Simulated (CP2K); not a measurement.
## MgI₂: one setting at a time in CP2K

Simulated with CP2K 2026.2. This is a test of settings. The cell began as a measured structure and was relaxed with r2SCAN+rVV10 in plane waves (Ansatz 0.2.0). All runs are without spin polarisation.

The symmetry is P-3m1 (No. 164, trigonal); a = 4.157 Å, c = 6.876 Å in the conventional setting, 34.29 Å³ an atom. Mg has 6 I at 2.92 Å; I has 3 Mg at 2.92 Å.

The base run uses PBE in the DZVP-MOLOPT-SR basis.

```
&GLOBAL
 PROJECT run
 RUN_TYPE ENERGY_FORCE
 PRINT_LEVEL LOW
&END GLOBAL
&FORCE_EVAL
 METHOD QS
 STRESS_TENSOR ANALYTICAL
 &DFT
  BASIS_SET_FILE_NAME BASIS_MOLOPT
  POTENTIAL_FILE_NAME GTH_POTENTIALS
  &QS
   EXTRAPOLATION USE_GUESS
  &END QS
  &MGRID
   CUTOFF 700
   REL_CUTOFF 50
  &END MGRID
  &XC
   &XC_FUNCTIONAL PBE
   &END XC_FUNCTIONAL
  &END XC
  &KPOINTS
   SCHEME MONKHORST-PACK 5 5 3
   SYMMETRY F
   FULL_GRID F
  &END KPOINTS
  &SCF
   ADDED_MOS 9
   EPS_SCF 1e-6
   MAX_SCF 80
   &DIAGONALIZATION
   &END DIAGONALIZATION
   &MIXING
    METHOD BROYDEN_MIXING
    ALPHA 0.3
   &END MIXING
   &SMEAR
    METHOD FERMI_DIRAC
    ELECTRONIC_TEMPERATURE [K] 232
   &END SMEAR
   &PRINT
    &ITERATION_INFO
    &END ITERATION_INFO
   &END PRINT
  &END SCF
  &PRINT
   &BAND_STRUCTURE
    FILE_NAME bands.bs
    ADDED_MOS 6
    &KPOINT_SET
     UNITS B_VECTOR
     SPECIAL_POINT 0.00000000 0.00000000 0.00000000
     NPOINTS 0
    &END KPOINT_SET
    &KPOINT_SET
     UNITS B_VECTOR
     SPECIAL_POINT 0.50000000 0.00000000 0.00000000
     NPOINTS 0
    &END KPOINT_SET
    &KPOINT_SET
     UNITS B_VECTOR
     SPECIAL_POINT 0.33333333 0.33333333 0.00000000
     NPOINTS 0
    &END KPOINT_SET
    &KPOINT_SET
     UNITS B_VECTOR
     SPECIAL_POINT 0.00000000 0.00000000 0.50000000
     NPOINTS 0
    &END KPOINT_SET
    &KPOINT_SET
     UNITS B_VECTOR
     SPECIAL_POINT 0.50000000 0.00000000 0.50000000
     NPOINTS 0
    &END KPOINT_SET
    &KPOINT_SET
     UNITS B_VECTOR
     SPECIAL_POINT 0.33333333 0.33333333 0.50000000
     NPOINTS 0
    &END KPOINT_SET
    &KPOINT_SET
     UNITS B_VECTOR
     SPECIAL_POINT 0.00000000 0.46875000 0.32291700
     NPOINTS 0
    &END KPOINT_SET
   &END BAND_STRUCTURE
  &END PRINT
 &END DFT
 &SUBSYS
  &CELL
   A 4.15663778 0.00000000 0.00000000
   B -2.07831889 3.59975391 0.00000000
   C 0.00000000 0.00000000 6.87561197
  &END CELL
  &COORD
   SCALED
   Mg -0.00000000 -0.00000000 0.00000000
   I 0.33333333 0.66666667 0.24257398
   I 0.66666667 0.33333333 0.75742602
  &END COORD
  &KIND Mg
   BASIS_SET DZVP-MOLOPT-SR-GTH
   POTENTIAL GTH-PBE
  &END KIND
  &KIND I
   BASIS_SET DZVP-MOLOPT-SR-GTH
   POTENTIAL GTH-PBE
  &END KIND
 &END SUBSYS
 &PRINT
  &STRESS_TENSOR
  &END STRESS_TENSOR
  &FORCES
  &END FORCES
 &END PRINT
&END FORCE_EVAL
```

Command: `cp2k.psmp -i run.inp`. It took 6.9 s on 2 threads of Arm Neoverse V2, on a shared host, peak memory 0.48 GiB.

It converged with a gap of 3.47 eV and a pressure of 2.03 GPa (positive in compression). Pressures on CP2K's grid carry noise of some tenths of a GPa.

Each further run moved one setting: ALPHA (mixing weight); XC_FUNCTIONAL (functional, with the PBE potentials kept); KPOINTS (Monkhorst-Pack mesh); CUTOFF (density grid cutoff in Ry); MAX_SCF (limit on SCF cycles). Changes are from the base run, which isn't itself converged in every setting; energies of another Hamiltonian, functional, basis or charge aren't compared, and those at a high electronic temperature are mostly its entropy term. CP2K's gap is over the listed points.

```csv
setting,how it ended,gap change (eV),energy change (meV/atom),pressure change (GPa),time (s)
ALPHA = 0.6,converged,0.00,0.0,0.00,5.5
XC_FUNCTIONAL = BP,converged,0.03,–,0.66,7.4
KPOINTS = 3x3x3,converged,-0.02,45.7,0.57,6.3
KPOINTS = 4x4x4,converged,0.00,-4.6,-0.08,6.8
CUTOFF = 1000,converged,0.00,5.3,0.00,8
MAX_SCF = 2 (poor on purpose),not converged,–,–,–,1.5
```

ALPHA = 0.6 changes nothing that matters here. With MAX_SCF = 2 the cycle ended unconverged.

The end of the log, shortened, for MAX_SCF = 2:

```
#7  0x5411dc683c7b in ???
#8  0x5411dc4f555b in ???
#9  0x5411db384d13 in ???
#10  0x5411db17a0cf in ???
#11  0x5411dba5745f in ???
#12  0x5411dba59d0b in ???
#13  0x5411db170db3 in ???
#14  0x5411db16ef13 in ???
#15  0x5411fb916573 in __libc_start_call_main
#16  0x5411fb916657 in __libc_start_main_impl
#17  0x5411db16f06f in ???
#18  0xffffffffffffffff in ???
```

No spin-orbit coupling is included; it can move band edges with weight on the heavy atoms by tenths of an eV.
